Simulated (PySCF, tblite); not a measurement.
# C₅H₅F₃S: excited states

What do calculations give for the excited states of C₅H₅F₃S (`CSC=C=CC(F)(F)F`)?

Computed with tblite 0.8.0 and PySCF 2.14.0 and routines of our own; the level stands in each step. Atoms count from 0.

## 1. The system as given

14 atoms, charge 0, multiplicity 1; geometry from: force field or distance geometry start.

## 2. Optimising the geometry with GFN2-xTB

What the job is given:

```
{"job": {"kind": "relax", "xc": "GFN2-xTB", "basis": "xTB"}, "charge": 0, "multiplicity": 1}
C      2.996100    -0.274300    -0.110900
S      1.559900    -1.260400     0.441300
C      0.525900    -0.241800     1.434900
C     -0.505700     0.301400     0.773900
C     -1.514300     0.798300     0.136200
C     -2.715600    -0.060800     0.052400
F     -2.878200    -0.644400    -1.191800
F     -2.659200    -1.036800     1.032300
F     -3.785200     0.742100     0.364600
H      3.934300    -0.828900    -0.096300
H      3.076900     0.553000     0.626700
H      2.752600     0.192100    -1.093600
H      0.590400    -0.000100     2.458100
H     -1.378600     1.759800    -0.289900
```

Run with:

```bash
OMP_NUM_THREADS=1 python excited_run.py task.json out
```

The driver reads the jobs from task.json and runs them one after another.

Log:

```text
step      E/eV     max force
  0    -832.69408    3.833
  1    -832.88693    5.526
  2    -833.06272    1.976
  3    -833.14113    0.778
  4    -833.20173    0.566
  5    -833.23647    0.498
  6    -833.26224    0.421
  7    -833.28241    0.334
  8    -833.29631    0.318
  9    -833.30565    0.203
 10    -833.31083    0.160
 11    -833.31372    0.116
 12    -833.31614    0.124
 13    -833.31869    0.143
 14    -833.32083    0.121
 15    -833.32241    0.091
 16    -833.32388    0.134
 17    -833.32567    0.156
 18    -833.32777    0.138
 19    -833.32989    0.125
 20    -833.33174    0.119
 21    -833.33340    0.100
 22    -833.33514    0.111
 23    -833.33696    0.102
 24    -833.33855    0.121
 25    -833.33974    0.108
 26    -833.34065    0.104
 27    -833.34155    0.091
 28    -833.34264    0.145
 29    -833.34402    0.164
 30    -833.34565    0.124
 31    -833.34723    0.097
 32    -833.34853    0.091
 33    -833.34971    0.119
 34    -833.35098    0.113
 35    -833.35237    0.089
 36    -833.35387    0.092
 37    -833.35544    0.118
 38    -833.35695    0.127
 39    -833.35812    0.083
 40    -833.35885    0.065
 41    -833.35935    0.060
 42    -833.35988    0.072
 43    -833.36052    0.071
 44    -833.36122    0.062
 45    -833.36187    0.092
 46    -833.36249    0.094
 47    -833.36350    0.094
 48    -833.36616    0.082
 49    -833.36779    0.078
 50    -833.36913    0.079
 51    -833.37013    0.085
 52    -833.37109    0.087
 53    -833.37184    0.073
 54    -833.37222    0.068
 55    -833.37256    0.060
 56    -833.37278    0.049
 57    -833.37342    0.046
 58    -833.37380    0.058
 59    -833.37449    0.067
 60    -833.37517    0.065
 61    -833.37632    0.073
 62    -833.37832    0.085
 63    -833.38155    0.137
 64    -833.38275    0.338
 65    -833.37039    0.737
 66    -833.38530    0.390
 67    -833.39239    0.186
 68    -833.39539    0.117
 69    -833.39307    0.508
 70    -833.39968    0.104
 71    -833.40139    0.093
 72    -833.40351    0.342
 73    -833.40652    0.115
 74    -833.40813    0.102
 75    -833.41327    0.120
 76    -833.41562    0.100
 77    -833.41807    0.095
 78    -833.42012    0.132
 79    -833.42285    0.162
 80    -833.41645    0.427
 81    -833.42630    0.146
 82    -833.42788    0.103
 83    -833.43080    0.092
 84    -833.43186    0.101
 85    -833.43491    0.147
 86    -833.43821    0.180
 87    -833.44498    0.211
 88    -833.45085    0.291
 89    -833.44289    0.487
 90    -833.45918    0.171
 91    -833.46185    0.147
 92    -833.46610    0.149
 93    -833.46730    0.123
 94    -833.46925    0.105
 95    -833.47026    0.096
 96    -833.47161    0.117
 97    -833.47333    0.210
 98    -833.47602    0.241
 99    -833.47923    0.282
100    -833.48162    0.251
101    -833.48384    0.122
102    -833.48670    0.160
103    -833.49106    0.227
104    -833.49472    0.195
105    -833.49744    0.101
106    -833.49874    0.097
107    -833.49943    0.099
108    -833.49983    0.032
109    -833.50011    0.044
110    -833.50022    0.039
111    -833.50031    0.038
112    -833.50041    0.034
113    -833.50055    0.043
114    -833.50082    0.072
115    -833.50132    0.099
116    -833.50215    0.106
117    -833.50332    0.095
118    -833.50470    0.074
119    -833.50560    0.084
120    -833.50609    0.051
121    -833.50618    0.139
122    -833.50678    0.039
123    -833.50708    0.032
124    -833.50745    0.037
125    -833.50755    0.024
126    -833.50770    0.034
127    -833.50788    0.038
128    -833.50808    0.051
129    -833.50836    0.046
130    -833.50871    0.049
131    -833.50909    0.050
132    -833.50945    0.040
133    -833.50981    0.044
134    -833.50993    0.054
135    -833.51006    0.030
136    -833.51016    0.026
137    -833.51019    0.012
138    -833.51022    0.012
139    -833.51025    0.014
140    -833.51027    0.009
```

It took 0.72 s on 1 thread of Arm Neoverse V2, shared host.

The steps of the relaxation: (not every step is listed)

| step | energy from step 0 (eV) | largest force (eV/Å) |
| --- | --- | --- |
| 0 | 0.0000 | 3.8332 |
| 1 | -0.1929 | 5.5262 |
| 2 | -0.3686 | 1.9758 |
| 3 | -0.4470 | 0.7782 |
| 4 | -0.5077 | 0.5657 |
| 5 | -0.5424 | 0.4976 |
| 6 | -0.5682 | 0.4208 |
| 7 | -0.5883 | 0.3345 |
| 8 | -0.6022 | 0.3175 |
| 20 | -0.6377 | 0.1194 |
| 32 | -0.6544 | 0.0913 |
| 44 | -0.6671 | 0.0618 |
| 56 | -0.6787 | 0.0489 |
| 68 | -0.7013 | 0.1166 |
| 80 | -0.7224 | 0.4274 |
| 92 | -0.7720 | 0.1491 |
| 104 | -0.8006 | 0.1950 |
| 116 | -0.8081 | 0.1064 |
| 128 | -0.8140 | 0.0510 |
| 135 | -0.8160 | 0.0302 |
| 136 | -0.8161 | 0.0259 |
| 137 | -0.8161 | 0.0122 |
| 138 | -0.8161 | 0.0124 |
| 139 | -0.8162 | 0.0136 |
| 140 | -0.8162 | 0.0088 |

Close pairs (by a distance rule), those that changed most:

| bond | before (Å) | after (Å) | change (Å) |
| --- | --- | --- | --- |
| C5–F7 | 1.384 | 1.338 | -0.046 |
| C2–C3 | 1.340 | 1.296 | -0.044 |
| C5–F6 | 1.384 | 1.346 | -0.038 |
| C0–H11 | 1.115 | 1.086 | -0.028 |
| C5–F8 | 1.373 | 1.347 | -0.027 |
| C0–H10 | 1.111 | 1.086 | -0.025 |
| C2–H12 | 1.053 | 1.078 | +0.025 |
| C4–C5 | 1.479 | 1.500 | +0.020 |

The next job starts from the end point, and lists it.

## 3. Harmonic vibrations with GFN2-xTB

What the job is given:

```
{"job": {"kind": "ir", "xc": "GFN2-xTB", "basis": "xTB"}, "charge": 0, "multiplicity": 1}
C      3.241165    -0.481350     0.454860
S      1.764113    -0.537549    -0.605992
C      0.660342     0.384517     0.411053
C     -0.585735     0.599862     0.125349
C     -1.844606     0.767036    -0.150058
C     -2.901182    -0.182246     0.331253
F     -3.497127    -0.833299    -0.684777
F     -2.433523    -1.118617     1.165483
F     -3.887601     0.458969     0.986424
H      4.020096    -1.017580    -0.077309
H      3.033809    -0.976277     1.399057
H      3.544264     0.550055     0.610583
H      1.111813     0.791097     1.301971
H     -2.226507     1.594910    -0.730013
```

Log:

```text
mode    cm-1     km/mol
  1      18.4      0.90
  2      31.6      2.49
  3      63.4      1.05
  4     122.3      1.73
  5     144.3      0.31
  6     187.7      1.88
  7     233.5      1.87
  8     297.2      1.35
  9     356.9      4.55
 10     404.5      7.78
 11     458.2      8.44
 12     495.2      4.38
 13     513.1     18.98
 14     612.9     19.76
 15     686.4     13.24
 16     727.8      8.78
 17     743.7     21.08
 18     809.3     18.26
 19     826.6     28.79
 20     942.1      1.34
 21     955.1     11.20
 22    1029.2    340.72
 23    1044.9    302.36
 24    1093.2     59.19
 25    1163.0     27.19
 26    1176.9    199.30
 27    1317.0      0.38
 28    1369.3     87.32
 29    1442.9     10.52
 30    1450.4      8.07
 31    2053.9     29.60
 32    3028.1      3.93
 33    3036.7      6.33
 34    3060.6      0.77
 35    3064.0      0.87
 36    3068.6      1.16
```

It took 0.35 s on 1 thread of Arm Neoverse V2, shared host.

Which atoms move in the most intense modes:

| cm⁻¹ | km/mol | atoms |
| --- | --- | --- |
| 827 | 28.8 | H13 31 %, H12 26 %, C4 20 %, F7 12 % |
| 1029 | 340.7 | C5 74 %, F8 12 %, F6 12 % |
| 1045 | 302.4 | C5 61 %, H13 15 % |
| 1093 | 59.2 | H12 49 %, H13 17 %, C5 11 % |
| 1163 | 27.2 | H12 39 %, H13 27 %, C2 13 %, C5 10 % |
| 1177 | 199.3 | C5 63 %, H13 21 % |
| 1369 | 87.3 | C4 48 %, C2 34 % |
| 2054 | 29.6 | C3 68 %, C4 17 %, C2 14 % |

## 4. Excited states: TDA CAM-B3LYP/def2-SVP

Settings changed since step 3:

```diff
@@ -1,2 +1,2 @@
-{"job": {"kind": "ir", "xc": "GFN2-xTB", "basis": "xTB"}, "charge": 0, "multiplicity": 1}
+{"job": {"kind": "states", "xc": "CAM-B3LYP", "basis": "def2-SVP", "tda": true, "soc": true, "nstates": 5, "ntriplets": 4, "nquad": 4}, "charge": 0, "multiplicity": 1}
 C      3.241165    -0.481350     0.454860
```

Method: TDA CAM-B3LYP/def2-SVP excited states, vertical, gas phase, spin-orbit mean-field couplings.

Log:

```text
coarse grid: 13416 points
cycle   1  E = -890.2471924014  dE =  1.493e+00  |g| = 9.690e-01  |ddm| = 4.291e+00
cycle   2  E = -890.1878092221  dE =  5.938e-02  |g| = 1.213e+00  |ddm| = 1.593e+00
cycle   3  E = -890.4228341974  dE = -2.350e-01  |g| = 6.444e-02  |ddm| = 8.518e-01
cycle   4  E = -890.4234693749  dE = -6.352e-04  |g| = 3.939e-02  |ddm| = 1.030e-01
cycle   5  E = -890.4238439757  dE = -3.746e-04  |g| = 1.073e-02  |ddm| = 4.776e-02
cycle   6  E = -890.4238732620  dE = -2.929e-05  |g| = 2.169e-03  |ddm| = 1.274e-02
cycle   7  E = -890.4238745394  dE = -1.277e-06  |g| = 5.651e-04  |ddm| = 3.238e-03
final grid: 129464 points
cycle   8  E = -890.5370970064  dE = -3.221e-05  |g| = 4.791e-03  |ddm| = 2.763e-02
cycle   9  E = -890.5370965876  dE =  4.187e-07  |g| = 5.273e-03  |ddm| = 7.703e-03
cycle  10  E = -890.5371011962  dE = -4.609e-06  |g| = 3.582e-04  |ddm| = 3.829e-03
cycle  11  E = -890.5371012200  dE = -2.372e-08  |g| = 1.661e-04  |ddm| = 4.936e-04
cycle  12  E = -890.5371012263  dE = -6.356e-09  |g| = 5.294e-05  |ddm| = 2.230e-04
cycle  13  E = -890.5371012271  dE = -7.522e-10  |g| = 9.886e-06  |ddm| = 6.568e-05
converged SCF energy = -890.5371012271

Singlet excitations
state   eV       nm        f     d(h-e)  d(exc)  Lambda  PR(NTO)  |dmu|/D   mu/D   main configurations
  1   4.4614   277.9   0.00034   1.357   2.997   0.483   1.014    4.034    7.329   H->L 0.94
  2   5.8280   212.7   0.00721   0.636   2.591   0.472   1.011    2.547    2.089   H->L+2 0.83, H->L+3 0.09
  3   6.1270   202.4   0.31994   1.491   3.016   0.680   1.152    3.872    6.879   H->L+1 0.87
  4   6.5271   190.0   0.00074   0.875   2.605   0.506   1.020    2.230    1.972   H-1->L+1 0.96
  5   7.3149   169.5   0.00122   1.081   2.963   0.513   1.347                     H-2->L 0.78, H->L+3 0.12

Triplet excitations (Tamm-Dancoff)
state   eV     d(h-e)  d(exc)  Lambda  PR(NTO)   main configurations
  1   3.9836   0.634   2.562   0.666   1.064   H->L+1 0.71, H->L 0.13, H-2->L+1 0.08
  2   4.0473   1.153   2.881   0.513   1.024   H->L 0.80, H->L+1 0.12
  3   4.5685   0.241   2.271   0.807   1.078   H-1->L 0.87
  4   5.2959   0.630   2.493   0.465   1.013   H->L+2 0.83, H->L+3 0.08
S1 - T1 = 0.4778 eV

Spin-orbit couplings |<S|Hso|T>| (cm-1)
             T1       T2       T3       T4
S0       28.222   65.624    0.731  151.845
S1       23.849    9.595   22.460   33.074
S2       24.727   34.228    4.494    6.586
S3       16.264   32.542    1.661   30.395
S4       30.178   11.406    5.830    2.365
S5        4.649    7.854   24.262   16.483
T1 sublevels (cm-1): 0.000 0.020 0.283   radiative rates (1/s): 5.61 16.5 36.8
```

It took 22 s on 1 thread of Arm Neoverse V2, shared host; peak memory 0.76 GiB.

In short:

| quantity | value |
| --- | --- |
| S1 less T1 | 0.48 eV |

## 5. Excited states: TDDFT wB97X-D/aug-cc-pVDZ

Settings changed since step 4:

```diff
@@ -1,2 +1,2 @@
-{"job": {"kind": "states", "xc": "CAM-B3LYP", "basis": "def2-SVP", "tda": true, "soc": true, "nstates": 5, "ntriplets": 4, "nquad": 4}, "charge": 0, "multiplicity": 1}
+{"job": {"kind": "states", "xc": "wB97X-D", "basis": "aug-cc-pVDZ", "tpa": true, "nstates": 6, "nquad": 5, "ntriplets": 0}, "charge": 0, "multiplicity": 1}
 C      3.241165    -0.481350     0.454860
```

With the program's defaults for keys left out, this is: TDDFT wB97X-D/aug-cc-pVDZ excited states, vertical, gas phase, two-photon moments by quadratic response.

Log:

```text
coarse grid: 13416 points
cycle   1  E = -890.9327268655  dE =  1.634e+00  |g| = 9.119e-01  |ddm| = 9.972e+00
cycle   2  E = -890.9195128930  dE =  1.321e-02  |g| = 1.053e+00  |ddm| = 2.990e+00
cycle   3  E = -891.0944373980  dE = -1.749e-01  |g| = 6.326e-02  |ddm| = 1.515e+00
cycle   4  E = -891.0951745146  dE = -7.371e-04  |g| = 3.331e-02  |ddm| = 2.386e-01
cycle   5  E = -891.0954435428  dE = -2.690e-04  |g| = 1.047e-02  |ddm| = 1.051e-01
cycle   6  E = -891.0954726903  dE = -2.915e-05  |g| = 2.281e-03  |ddm| = 2.944e-02
cycle   7  E = -891.0954744392  dE = -1.749e-06  |g| = 6.131e-04  |ddm| = 9.852e-03
final grid: 129464 points
cycle   8  E = -891.1102519960  dE = -1.523e-04  |g| = 9.287e-03  |ddm| = 3.869e-01
cycle   9  E = -891.1102537787  dE = -1.783e-06  |g| = 9.882e-03  |ddm| = 3.824e-02
cycle  10  E = -891.1102684047  dE = -1.463e-05  |g| = 6.969e-04  |ddm| = 1.288e-02
cycle  11  E = -891.1102685058  dE = -1.010e-07  |g| = 4.638e-04  |ddm| = 3.118e-03
cycle  12  E = -891.1102685547  dE = -4.889e-08  |g| = 9.718e-05  |ddm| = 1.309e-03
cycle  13  E = -891.1102685576  dE = -2.967e-09  |g| = 3.293e-05  |ddm| = 3.600e-04
cycle  14  E = -891.1102685581  dE = -4.550e-10  |g| = 9.900e-06  |ddm| = 1.560e-04
converged SCF energy = -891.1102685581

Singlet excitations
state   eV       nm        f     d(h-e)  d(exc)  Lambda  PR(NTO)  |dmu|/D   mu/D   delta(TPA)   sigma/GM   main configurations
  1   4.3864   282.7   0.00019   1.246   3.062   0.419   1.027    3.791    7.301        1.18      0.008   H->L 0.72, H->L+1 0.19
  2   5.3603   231.3   0.00387   0.581   3.045   0.338   1.020    2.678    2.585        2.91      0.031   H->L+9 0.32, H->L+2 0.22, H->L+6 0.15
  3   5.6621   219.0   0.27007   1.224   3.091   0.415   1.138    3.236    6.487      152.17      1.787   H->L+4 0.40, H->L+3 0.29, H->L+2 0.16
  4   5.8891   210.5   0.00155   1.435   4.297   0.358   1.039    6.338    2.790       57.17      0.726   H->L+1 0.48, H->L 0.20, H->L+2 0.08
  5   6.4120   193.4   0.00090   0.885   2.756   0.332   1.068    2.385    2.038        3.40      0.051   H-1->L+4 0.33, H-1->L+3 0.26, H-1->L+2 0.23
  6   6.4617   191.9   0.02371   0.755   4.297   0.374   1.091                                            H->L+3 0.36, H->L+4 0.23, H->L+7 0.17
```

Wall time 64 s (1 thread of Arm Neoverse V2, shared host); peak memory 1.1 GiB.

## 6. Outcome

```
                                   quantity                  value
  strongest single infrared mode (GFN2-xTB)  1029 cm⁻¹, 341 km/mol
               zero-point energy (GFN2-xTB)          54.4 kcal/mol
S1 less T1 (step 4, TDA CAM-B3LYP/def2-SVP)                0.48 eV
```

In words: No mode is imaginary among the 36: a minimum at this level. The strongest single mode, at 1029 cm⁻¹, moves mainly C5. Unscaled tight-binding wavenumbers are off by several per cent, some by more. Its intensities can rank the bands wrongly. In step 4, the number of triplets below S1 is 2, and the largest singlet-triplet spin-orbit coupling is S0–T4, 151.84 cm⁻¹.
